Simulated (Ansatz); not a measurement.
Born–Oppenheimer molecular dynamics of a periodic cell of 28 atoms, Sb (host Sb, host structure Pm-3m, interstitial Sb). It goes on from the last frame of an earlier run, with new velocities.

Computed with Ansatz 0.2.0, DFT PBEsol, scalar-relativistic, plane waves, PAW. Settings: accuracy low, cutoff 420 eV, k mesh 1x1x1, fermi-dirac smearing 0.15 eV, no spin polarisation.

```yaml
ensemble: NVT, Langevin thermostat
time_step: 3 fs
steps_asked: 300
set_temperature: 840 K
friction: 0.05 /fs
seed: 363881
```

First frame:

```xyz
28
Lattice="9.2500 0.0000 0.0000 0.0000 9.2500 0.0000 0.0000 0.0000 9.2500" Properties=species:S:1:pos:R:3
Sb 2.407 -0.748 -0.852
Sb -1.705 -1.359 2.036
Sb -2.124 0.347 5.768
Sb -1.404 2.269 0.309
Sb -0.997 2.058 3.170
Sb 1.695 5.277 7.467
Sb 2.068 4.864 1.024
Sb -0.004 4.707 3.888
Sb -3.554 3.985 3.882
Sb 4.685 0.118 1.749
Sb 1.124 -1.694 1.554
Sb 0.582 2.455 5.784
Sb 1.555 2.199 0.033
Sb 1.786 0.978 2.858
Sb 4.603 5.290 6.780
Sb 5.012 5.773 0.699
Sb 3.746 6.902 3.331
Sb 4.066 7.735 5.893
Sb 8.549 -0.292 -0.703
Sb 4.553 1.363 4.968
Sb 4.517 2.379 7.530
Sb 5.233 2.814 1.011
Sb 2.790 3.880 3.751
Sb 7.323 3.124 6.670
Sb 7.911 6.212 -1.518
Sb 8.109 5.075 0.938
Sb 6.877 6.680 4.678
Sb 5.453 8.565 8.199
```

(1) What does the run give?

(2) What happens to the structure?

(3) How do temperature and energy run in time?

Answers

(1) The run went to its last step.

- steps done: 300
- time covered: 900 fs
- mean temperature over the second half: 819 K
- spread of the potential energy over the second half: 9.7 meV per atom
- mean potential energy of the second half above the start: -75.7 meV per atom

A run of 0.9 ps of so small a system gives no equilibrium averages. Limits of this set-up: coarse k mesh, a small cell, in which the defect meets its images, a typed lattice constant that wasn't relaxed here, low accuracy level.

(2) Mean squared displacements from the first frame to the last, about the centre of mass: Sb 0.25 Å². The details hang on the random start.

(3) 
```csv
time (fs),T (K),potential energy less start (eV)
0,810,0.000
30,754,-0.783
60,983,-0.843
90,837,-0.557
120,871,-0.662
150,814,-0.549
180,805,-0.320
210,970,-1.284
240,941,-1.617
270,758,-1.277
300,784,-1.438
330,779,-1.656
360,719,-1.720
390,582,-1.383
420,963,-1.700
450,908,-1.882
480,854,-1.978
510,699,-2.116
540,548,-2.057
570,914,-2.308
600,724,-2.438
630,760,-2.031
660,800,-2.178
690,879,-2.181
720,837,-2.128
750,881,-2.194
780,740,-1.915
810,828,-1.572
840,787,-1.631
870,983,-2.542
900,1146,-2.775
```

Time of the run: 9.2 min on 4 threads of INTEL(R) XEON(R) PLATINUM 8581C CPU @ 2.30GHz (Emerald Rapids), on a shared host, peak memory 1 GiB.
